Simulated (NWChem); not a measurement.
**UPBE0/STO-3G run of SiH3Se (SMILES [SiH2][SeH])**

What is the vertical ionisation energy of SiH3Se at UPBE0/STO-3G? 

The calculation is run with NWChem 7.3.0.

## Step 1: The structure to begin with

SiH3Se has 5 atoms, charge 0, and is taken as a doublet. SMILES: `[SiH2][SeH]`. Geometry: relaxed at PBE0-D4/def2-TZVP. This is one conformer, not always the lowest.

Bond lengths: Si1–Se2 2.272 Å, Si1–H3 1.492 Å, Si1–H4 1.489 Å, Se2–H5 1.469 Å. Angles: Si1–Se2–H5 93.1°, Se2–Si1–H3 111.1°, Se2–Si1–H4 104.9°, H3–Si1–H4 110.2°.

## Step 2: A single-point energy at UPBE0/STO-3G

h3sesi.nw reads:

```
start h3sesi
title "H3SeSi"
memory 2200 mb

geometry noautosym nocenter noautoz
  Si       0.060900      -0.791800       0.205800
  Se       0.776600       1.182400      -0.661900
  H       -1.304300      -0.656200       0.791600
  H        0.034200      -1.731400      -0.948800
  H        0.482600       1.923300       0.572000
end

basis spherical bse
  Si library STO-3G
  Se library STO-3G
  H library STO-3G
end

dft
  xc pbe0
  mult 2
  grid fine
  convergence energy 1e-08
  iterations 100
  mulliken
  print low
end

task dft
```

Run with:

```
$ nwchem h3sesi.nw > h3sesi.out
```

The program printed:

```text
[...]
 d= 0,ls=0.0,diis     1  -2662.3882095221 -2.81D+03  1.93D-02  4.70D-02     0.5
[...]
 d= 0,ls=0.0,diis     9  -2662.4311642556 -2.98D-09  1.31D-06  2.33D-10     3.3
[...]
         Total DFT energy =    -2662.431164255640
      One electron energy =    -4021.356758194818
           Coulomb energy =     1320.604432594556
    Exchange-Corr. energy =     -109.616222644270
 Nuclear repulsion energy =      147.937383988892
[...]
      Total Density - Mulliken Population Analysis
     ---------------------------------------------
    Atom       Charge   Shell Charges
 -----------   ------   -------------------------------------------------------
    1 Si  14    13.63   2.00  1.99  5.88  1.42  2.34
    2 Se  34    34.15   2.00  2.00  6.00  2.00  5.97  1.90  4.30  9.99
    3 H    1     1.11   1.11
    4 H    1     1.11   1.11
    5 H    1     0.99   0.99
[...]
      <S2> =      0.7512 (Exact =     0.7500)
[...]
```

It took 4.2 s on 1 thread of Intel Xeon Platinum 8559C (Emerald Rapids), shared host; peak memory 0.11 GiB.

## Step 3: The singlet cation at the same level

run.nw reads:

```
start run
title "H3SeSi PBE0"
memory 2200 mb
charge 1

geometry units atomic noautosym nocenter noautoz
 Si     0.11508432    -1.49628515     0.38890564
 Se     1.46756131     2.23441217    -1.25080972
 H     -2.46476978    -1.24003828     1.49590720
 H      0.06462863    -3.27187181    -1.79297215
 H      0.91198183     3.63451026     1.08092334
end

basis spherical bse
 Si library STO-3G
 Se library STO-3G
 H library STO-3G
end

dft
 xc pbe0
 grid fine
 convergence energy 1e-08
 iterations 100
 mulliken
 print low
end

task dft
```

Run with:

```
$ nwchem run.nw > run.out
```

The program printed:

```text
[...]
 d= 0,ls=0.0,diis     1  -2661.9940847437 -2.81D+03  1.26D-01  7.39D-01     0.4
[...]
 d= 0,ls=0.0,diis    10  -2662.2145925287 -1.46D-09  2.21D-06  1.67D-09     2.5
         Total DFT energy =    -2662.214592528740
      One electron energy =    -4004.875739982458
           Coulomb energy =     1303.832692975290
    Exchange-Corr. energy =     -109.108918734611
 Nuclear repulsion energy =      147.937373213039
[...]
      Total Density - Mulliken Population Analysis
     ---------------------------------------------
    Atom       Charge   Shell Charges
 -----------   ------   -------------------------------------------------------
    1 Si  14    13.34   2.00  1.99  5.87  1.41  2.07
    2 Se  34    33.78   2.00  2.00  6.00  2.00  5.96  1.92  3.92  9.99
    3 H    1     0.98   0.98
    4 H    1     0.99   0.99
    5 H    1     0.91   0.91
[...]
```

Run time: 3.3 s. Hardware: 1 thread of Intel Xeon Platinum 8559C (Emerald Rapids), shared host; peak memory 0.11 GiB.

## Step 4: What came out

At UPBE0/STO-3G:

```
                                          quantity           value
                      doublet SiH3Se: total energy  -2662.43116 Eh
                              doublet SiH3Se: ⟨S²⟩           0.751
                      singlet cation: total energy  -2662.21459 Eh
vertical ionisation energy (to the singlet cation)        5.893 eV
```

What this shows: The vertical ionisation energy comes to 5.89 eV (569 kJ/mol). Only the singlet of the ionised species was computed; a triplet could lie lower. In a minimal basis such a difference can be off by several eV, whatever the method.
